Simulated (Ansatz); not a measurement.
# Ta: energy and stress against strain

Aim: for Ta, see how energy and stress answer to the strain pattern (1, 1, 0, 0, 0, 0).

Method: DFT PBEsol, scalar-relativistic, plane waves, PAW, in Ansatz 0.2.0.

## 1. The system as given

The structure is cubic, space group Fm-3m (No. 225). Conventional cell: a = 4.220 Å, b = 4.220 Å, c = 4.220 Å, α = 90.00°, β = 90.00°, γ = 90.00°. Around Ta (site symmetry m-3m) lie 12 Ta at 2.98 Å.

Structure file:

```cif
data_structure
_symmetry_space_group_name_H-M 'P 1'
_symmetry_Int_Tables_number 1
_cell_length_a 2.9840
_cell_length_b 2.9840
_cell_length_c 2.9840
_cell_angle_alpha 60.000
_cell_angle_beta 60.000
_cell_angle_gamma 60.000
_cell_volume 18.79
loop_
_atom_site_label
_atom_site_type_symbol
_atom_site_fract_x
_atom_site_fract_y
_atom_site_fract_z
_atom_site_occupancy
Ta1 Ta 0.00000 0.00000 0.00000 1
```

No relaxation comes first: the listed cell is the starting point.

## 2. The reference cell

Reference values: F = -9806.2295 eV; pressure -5.92 GPa; largest force 0.000 eV/Å; gap on the mesh none (metal). It was computed beforehand with the settings of the runs below.

## 3. The scan: energy and stress against strain

The cell is strained by ε times the Voigt pattern (1, 1, 0, 0, 0, 0) (xx, yy, zz, yz, xz, xy; engineering shear), with fractional coordinates fixed (clamped ions). The stress on the pattern is the sum of the stress components weighted by it, tension positive.

## 4. Point ε = -0.1000

Contents of input.yaml:

```yaml
crystal:
  lattice:
    - [0.0, 1.899, 2.11]
    - [1.899, 0.0, 2.11]
    - [1.899, 1.899, 0.0]
  atoms:
    - { symbol: Ta, position: [0.0, 0.0, 0.0] }
basis:
  ecutwfc: 420
kpoints:
  mp_grid: { grid: [20, 20, 20] }
hamiltonian:
  xc: pbesol
scf:
  occupations: { method: gaussian, width: 0.15 }
output:
  forces: true
  stress: true
  eigenvalues: true
```

Command:

```
$ ansatz run input.yaml --threads 1 --pin off --max-ram 2560MiB --backend cpu --events-out ev --progress --plain --runs-dir out
```

## 5. Point ε = 0.0750

Edit input.yaml of step 4 so:

```diff
@@ -2,5 +2,5 @@
   lattice:
-    - [0.0, 1.899, 2.11]
-    - [1.899, 0.0, 2.11]
-    - [1.899, 1.899, 0.0]
+    - [0.0, 2.26825, 2.11]
+    - [2.26825, 0.0, 2.11]
+    - [2.26825, 2.26825, 0.0]
   atoms:
@@ -19 +19,5 @@
   eigenvalues: true
+  write_density: true
+  write_potential: true
+  elf: true
+  volumetric_format: npy
```

## 6. At ε = -0.0500

Contents of input.yaml:

```yaml
crystal:
  lattice:
    - [0.0, 2.0045, 2.11]
    - [2.0045, 0.0, 2.11]
    - [2.0045, 2.0045, 0.0]
  atoms:
    - { symbol: Ta, position: [0.0, 0.0, 0.0] }
basis:
  ecutwfc: 420
kpoints:
  mp_grid: { grid: [20, 20, 20] }
hamiltonian:
  xc: pbesol
scf:
  occupations: { method: gaussian, width: 0.15 }
output:
  forces: true
  stress: true
  eigenvalues: true
```

## 7. ε = 0.0250

Edit input.yaml of step 6 so:

```diff
@@ -2,5 +2,5 @@
   lattice:
-    - [0.0, 2.0045, 2.11]
-    - [2.0045, 0.0, 2.11]
-    - [2.0045, 2.0045, 0.0]
+    - [0.0, 2.16275, 2.11]
+    - [2.16275, 0.0, 2.11]
+    - [2.16275, 2.16275, 0.0]
   atoms:
```

## 8. Point ε = 0.1000

Edit input.yaml of step 7 so:

```diff
@@ -2,5 +2,5 @@
   lattice:
-    - [0.0, 2.16275, 2.11]
-    - [2.16275, 0.0, 2.11]
-    - [2.16275, 2.16275, 0.0]
+    - [0.0, 2.321, 2.11]
+    - [2.321, 0.0, 2.11]
+    - [2.321, 2.321, 0.0]
   atoms:
```

## 9. At ε = -0.0750

Edit input.yaml of step 8 so:

```diff
@@ -2,5 +2,5 @@
   lattice:
-    - [0.0, 2.321, 2.11]
-    - [2.321, 0.0, 2.11]
-    - [2.321, 2.321, 0.0]
+    - [0.0, 1.95175, 2.11]
+    - [1.95175, 0.0, 2.11]
+    - [1.95175, 1.95175, 0.0]
   atoms:
```

## 10. ε = 0.0500

Edit input.yaml of step 9 so:

```diff
@@ -2,5 +2,5 @@
   lattice:
-    - [0.0, 1.95175, 2.11]
-    - [1.95175, 0.0, 2.11]
-    - [1.95175, 1.95175, 0.0]
+    - [0.0, 2.2155, 2.11]
+    - [2.2155, 0.0, 2.11]
+    - [2.2155, 2.2155, 0.0]
   atoms:
```

## 11. Point ε = -0.0250

Edit input.yaml of step 10 so:

```diff
@@ -2,5 +2,5 @@
   lattice:
-    - [0.0, 2.2155, 2.11]
-    - [2.2155, 0.0, 2.11]
-    - [2.2155, 2.2155, 0.0]
+    - [0.0, 2.05725, 2.11]
+    - [2.05725, 0.0, 2.11]
+    - [2.05725, 2.05725, 0.0]
   atoms:
```

## 12. At ε = 0.0875

Edit input.yaml of step 11 so:

```diff
@@ -2,5 +2,5 @@
   lattice:
-    - [0.0, 2.05725, 2.11]
-    - [2.05725, 0.0, 2.11]
-    - [2.05725, 2.05725, 0.0]
+    - [0.0, 2.294625, 2.11]
+    - [2.294625, 0.0, 2.11]
+    - [2.294625, 2.294625, 0.0]
   atoms:
```

(Steps that only read results are left out.)

Before running it: what results should come out? Wanted: slope of the stress at ε = 0, over ±0.0250.

The runs gave:

| quantity | value |
| --- | --- |
| slope of the stress at ε = 0, over ±0.0250 | 639 GPa |

**Reading.** The slope of the stress at zero strain, 639 GPa, estimates C11 + C22 + 2 C12 with clamped ions in this Cartesian frame. The reference stands under -5.9 GPa, so this is no zero-stress constant. The undisturbed cell is not the lowest point: the energy is 9.9 meV/atom lower at ε = -0.0250; the cell was taken as given and not relaxed at this level. Spin-orbit coupling is left out for Ta.
